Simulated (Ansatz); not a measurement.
## GeH6OSSi, SMILES [OH][GeH]([SiH3])[SH]: a rigid scan of one bond length

Computed with Ansatz 0.2.0 through its Python package.

`scan.py`
```python
"""Stretching a bond of GeH6OSSi, the rest held rigid."""

import ansatz as az
from ase import Atoms
import numpy as np

atoms = Atoms(["O", "Ge", "Si", "S", "H", "H", "H", "H", "H", "H"], positions=[
    (-0.9529, 1.618, -0.8649),
    (-0.6902, 0.5053, 0.4518),
    (1.4234, -0.3373, 0.234),
    (-2.074, -1.1497, 0.3444),
    (-0.8928, 1.1198, -1.7202),
    (-0.827, 1.2513, 1.8128),
    (1.6098, -1.0279, -1.0397),
    (1.7505, -1.2714, 1.3342),
    (2.4304, 0.7809, 0.3563),
    (-1.6941, -1.5403, -0.9056),
])
mol = az.Crystal.molecule_from_ase(atoms)

symbols = [site.symbol for site in mol.cartesian_sites]
start = np.array([site.position_ang for site in mol.cartesian_sites])
axis = (start[7] - start[2]) / np.linalg.norm(start[7] - start[2])
moving = [7]
lengths, energies = [1.302, 1.361, 1.421, 1.48, 1.539, 1.598, 1.657, 1.746], []
for length in lengths:
    xyz = start.copy()
    xyz[moving] += (length - np.linalg.norm(start[7] - start[2])) * axis
    point = az.Crystal.molecule()
    for symbol, place in zip(symbols, xyz):
        point = point.atom(symbol, place.tolist())
    base = (
        point.calculation()
        .basis(gaussian="def2-SVP")
        .functional("r2SCAN")
    )
    r = base.run(threads=1).report
    energies.append(r["free_energy_ev"])
    print(f"r = {length:6.3f} A  E = {energies[-1]:.5f} eV  <S^2> = {abs(r['mean_field']['state']['spin_squared']):.3f}")

# quartic fit about the minimum
fit = np.polynomial.Polynomial.fit(lengths, np.array(energies) - min(energies), 4).convert()
roots = [r.real for r in fit.deriv().roots() if abs(r.imag) < 1e-9 and fit.deriv(2)(r.real) > 0]
r_e = min(roots, key=lambda r: abs(r - lengths[int(np.argmin(energies))]))
print(f"minimum of the fit at {r_e:.4f} A, force constant {fit.deriv(2)(r_e):.2f} eV/A^2")
```

```console
$ python scan.py
r =  1.302 A  E = -77359.30795 eV  <S^2> = 0.000
r =  1.361 A  E = -77359.55686 eV  <S^2> = 0.000
r =  1.421 A  E = -77359.69839 eV  <S^2> = 0.000
r =  1.480 A  E = -77359.75178 eV  <S^2> = 0.000
r =  1.539 A  E = -77359.73925 eV  <S^2> = 0.000
r =  1.598 A  E = -77359.67602 eV  <S^2> = 0.000
r =  1.657 A  E = -77359.57424 eV  <S^2> = 0.000
r =  1.746 A  E = -77359.36839 eV  <S^2> = 0.000
minimum of the fit at 1.4961 A, force constant 17.61 eV/A^2
```

Caveats:
- The settings weren't tested for convergence.
- The rest of the molecule is held rigid at a force-field or estimated start geometry, and the basis set is modest; single-reference methods fail as a bond breaks.
- The orbitals are restricted, so S² is zero by construction.
- Run time: 53 s on 1 thread of Arm Neoverse V2 (shared host), peak memory 0.25 GiB.

(Lines on the test bed's own set-up are left out of the output.)
